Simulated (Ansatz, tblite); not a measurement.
**InH2(vinyl) (C₂H₅In): a ladder of methods and basis sets**

Aim: run the singlet of InH2(vinyl) (C₂H₅In) at one geometry on many levels, and compare frontier levels, spin and run time.

Program: Ansatz 0.2.0, Gaussian basis. Level of theory: as each input shows. These are calculated values, not measurements.

Levels to be run: GFN1-xTB, GFN2-xTB, PBE-D4/def2-TZVP, r2SCAN-D4/def2-TZVP, BHLYP-D4/def2-TZVP, HSE06-D4/def2-TZVP, BLYP-D4/def2-TZVP, ωB97M-V/def2-TZVP, PBE-QIDH/def2-TZVP, LC-ωPBE/def2-TZVP, B2PLYP/def2-TZVP, PBE-D4/def2-SVP, PBE0-D4/def2-SVP, CCSD(T)/def2-TZVPP, MP2/def2-TZVP, RPA/def2-TZVP.

1 further run of the same task is left out (set aside as unsound or not needed). Runs told in other sessions of the task aren't counted.

## 1. The structure

The geometry is that of the singlet, from an earlier relaxation (PBE-D4/def2-TZVP).

8 atoms, charge 0, spin multiplicity 1.

Bond lengths: In1–H2 1.737 Å, In1–H3 1.740 Å, In1–C4 2.152 Å, C4–C5 1.342 Å, C4–H6 1.096 Å, C5–H7 1.095 Å, C5–H8 1.097 Å. Angles: H2–In1–H3 122.2°, H2–In1–C4 121.9°, H3–In1–C4 115.9°, In1–C4–C5 121.1°, In1–C4–H6 120.9°, C5–C4–H6 117.9°, C4–C5–H7 122.3°, C4–C5–H8 122.4°, H7–C5–H8 115.3°.

In takes a core potential in the def2 sets. No spin-orbit coupling is included.

PBE0-D4/def2-TZVP was run before; its log isn't repeated, and its numbers join the tables.

## 2. GFN1-xTB

Tight binding, by tblite at 300 K electronic temperature and without a spin-polarisation term:

```python
tblite.interface.Calculator('GFN1-xTB', numbers, positions, charge=0, uhf=0).singlepoint()
```

Energy -227.8266 eV, HOMO -10.82 eV, LUMO -6.42 eV; 0.003 s.

## 3. GFN2-xTB

Tight binding, by tblite at 300 K electronic temperature and without a spin-polarisation term:

```python
tblite.interface.Calculator('GFN2-xTB', numbers, positions, charge=0, uhf=0).singlepoint()
```

Energy -216.2011 eV, HOMO -10.64 eV, LUMO -6.56 eV; 0.002 s.

## 4. PBE-D4/def2-TZVP

start.molden holds the orbitals of an earlier run on this state, given as this run's starting guess.

in.yaml reads:

```yaml
crystal:
  periodic: [false, false, false]
  atoms:
    - {symbol: In, position_ang: [0.900159, 1.271381, -0.391970]}
    - {symbol: H, position_ang: [2.176914, 1.659696, -1.503088]}
    - {symbol: H, position_ang: [0.232641, 2.447643, 0.703534]}
    - {symbol: C, position_ang: [0.034368, -0.696472, -0.297441]}
    - {symbol: C, position_ang: [-0.955411, -0.978676, 0.563529]}
    - {symbol: H, position_ang: [0.388096, -1.499412, -0.954389]}
    - {symbol: H, position_ang: [-1.364116, -0.230378, 1.251083]}
    - {symbol: H, position_ang: [-1.412651, -1.973792, 0.628742]}
basis:
  gaussian: {orbitals: def2-TZVP, initial_orbitals: start.molden}
hamiltonian: {xc: pbe, dispersion: d4}
scf: {omitted_lower_state_checks: [starts]}
output: {orbitals: {seedname: orbitals}}
```

The run is started by

```console
> ansatz run in.yaml --threads 4 --pin off --events-out ev --progress --plain --max-ram 3916MiB
```

After this run come: r2SCAN-D4/def2-TZVP; BHLYP-D4/def2-TZVP; HSE06-D4/def2-TZVP; BLYP-D4/def2-TZVP; ωB97M-V/def2-TZVP; PBE-QIDH/def2-TZVP; LC-ωPBE/def2-TZVP; B2PLYP/def2-TZVP; PBE-D4/def2-SVP; PBE0-D4/def2-SVP; CCSD(T)/def2-TZVPP; MP2/def2-TZVP; RPA/def2-TZVP.

Q: Predict the results of all the runs planned. Wanted: gap in def2-TZVP, named functionals, smallest and largest; correlation energy, CCSD(T)/def2-TZVPP; correlation energy, MP2/def2-TZVP; binding an atom, CCSD(T)/def2-TZVPP; PBE0 total energy, smallest basis above largest.

As calculated:

```
                                                 quantity                                  value
gap in def2-TZVP, named functionals, smallest and largest  3.81 eV (BLYP-D4), 10.37 eV (LC-ωPBE)
                   correlation energy, CCSD(T)/def2-TZVPP                              -18.25 eV
                        correlation energy, MP2/def2-TZVP                              -16.49 eV
                      binding an atom, CCSD(T)/def2-TZVPP                               3.303 eV
          PBE0 total energy, smallest basis above largest          2.57 eV (def2-SVP, def2-TZVP)
```

**Reading.** Orbital gaps of the named functionals in def2-TZVP span 3.81 eV (BLYP-D4) to 10.37 eV (LC-ωPBE); exact exchange widens it. The functionals in def2-TZVP miss CCSD(T)/def2-TZVPP by -0.028 (BHLYP-D4) to +0.097 eV (PBE-D4) an atom. The reference is CCSD(T) in one finite basis, so it carries an error of its own, often a tenth of an eV or more, and near misses can't be ranked.
